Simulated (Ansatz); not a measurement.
# C4H12ClHfNO2: basis-set convergence

The task here is to estimate one member of a computed series from the others.

Computed with Ansatz 0.2.0, Gaussian basis. Level: one geometry, several basis sets.

Plan: PBE0-D4/def2-SVP; ωB97M-V/def2-SVP; PBE0-D4/def2-QZVPP; ωB97M-V/def2-QZVPP; the functionals' def2-TZVPP values are taken from earlier runs.

1 further run of the same task is left out (for a known fault of the program).

### The geometry

All runs share one geometry, relaxed beforehand with PBE0-D4 in a triple-zeta def2 set. Hf takes the def2 core potential; no spin-orbit term is included.

SMILES `CC[N](C)[Hf]([OH])([Cl])[O]C`, 21 atoms, charge 0, spin multiplicity 1.

Atoms are counted from 1 here; the program's logs count them from 0.

Bond lengths: C1–C2 1.515 Å, C1–H10 1.093 Å, C1–H11 1.095 Å, C1–H12 1.091 Å, C2–N3 1.446 Å, C2–H13 1.102 Å, C2–H14 1.101 Å, N3–C4 1.447 Å, N3–Hf5 2.034 Å, C4–H15 1.100 Å, C4–H16 1.099 Å, C4–H17 1.092 Å, Hf5–O6 1.926 Å, Hf5–Cl7 2.391 Å, Hf5–O8 1.912 Å, O6–H18 0.953 Å, O8–C9 1.387 Å, C9–H19 1.095 Å and more. Angles: C2–C1–H10 111.4°, C2–C1–H11 111.4°, C2–C1–H12 110.6°, H10–C1–H11 108.6°, H10–C1–H12 107.5°, H11–C1–H12 107.2°, C1–C2–N3 113.0°, C1–C2–H13 109.4°, C1–C2–H14 109.1°, N3–C2–H13 109.8°, N3–C2–H14 109.3°, H13–C2–H14 105.9°, C2–N3–C4 111.6°, C2–N3–Hf5 126.2°, C4–N3–Hf5 122.2°, N3–C4–H15 111.4°, N3–C4–H16 111.3°, N3–C4–H17 111.0° and more.

The first run:

in.yaml

```yaml
crystal:
  periodic: [false, false, false]
  atoms:
    - {symbol: C, position_ang: [1.766213, -0.966725, -0.454542]}
    - {symbol: C, position_ang: [0.549874, -1.788494, -0.078160]}
    - {symbol: N, position_ang: [-0.680107, -1.030700, -0.127876]}
    - {symbol: C, position_ang: [-1.823722, -1.848287, 0.216656]}
    - {symbol: Hf, position_ang: [-0.863788, 0.926115, -0.650918]}
    - {symbol: O, position_ang: [-2.698971, 1.378205, -0.280039]}
    - {symbol: Cl, position_ang: [-0.399973, 1.165161, -2.983949]}
    - {symbol: O, position_ang: [0.360472, 2.035401, 0.311896]}
    - {symbol: C, position_ang: [1.334977, 2.728739, 1.014028]}
    - {symbol: H, position_ang: [1.920273, -0.139469, 0.243589]}
    - {symbol: H, position_ang: [1.673839, -0.558087, -1.466595]}
    - {symbol: H, position_ang: [2.666150, -1.583889, -0.436702]}
    - {symbol: H, position_ang: [0.689624, -2.208795, 0.930744]}
    - {symbol: H, position_ang: [0.473249, -2.651979, -0.757654]}
    - {symbol: H, position_ang: [-1.730666, -2.261106, 1.231676]}
    - {symbol: H, position_ang: [-1.930088, -2.697306, -0.473442]}
    - {symbol: H, position_ang: [-2.747222, -1.266904, 0.177090]}
    - {symbol: H, position_ang: [-3.379725, 2.001015, -0.043368]}
    - {symbol: H, position_ang: [0.903874, 3.211306, 1.897406]}
    - {symbol: H, position_ang: [2.131682, 2.053516, 1.347569]}
    - {symbol: H, position_ang: [1.784055, 3.502283, 0.382601]}
basis:
  gaussian: {orbitals: def2-SVP}
hamiltonian: {xc: pbe0, dispersion: d4}
output: {orbitals: {seedname: orbitals}}
```

On the command line:

```bash
$ ansatz run in.yaml --threads 4 --pin off --events-out ev --progress --plain --max-ram 46080MiB --backend cpu
```

Steps of the session up to this table: PBE0-D4 in def2-SVP; ωB97M-V in def2-SVP; PBE0-D4 in def2-QZVPP; ωB97M-V in def2-QZVPP.

One of the session's tables, all rows but one given; the rest of the session is left out.

It belongs to the step «Density functionals: the series». 

| functional | basis | HOMO (eV) | LUMO (eV) |
| --- | --- | --- | --- |
| PBE0-D4 | def2-SVP | -6.26 | 0.26 |
| PBE0-D4 | def2-TZVPP | -6.34 | 0.13 |
| PBE0-D4 | def2-QZVPP | -6.37 | -0.15 |
| ωB97M-V | def2-SVP | -8.50 | 1.46 |
| ωB97M-V | def2-TZVPP | -8.59 | 1.26 |
| ωB97M-V | def2-QZVPP | ? | ? |

**Question.** Estimate the row for ωB97M-V, def2-QZVPP.

The run gave: HOMO (eV): -8.62; LUMO (eV): 0.69. In the column «HOMO (eV)» it is the lowest.
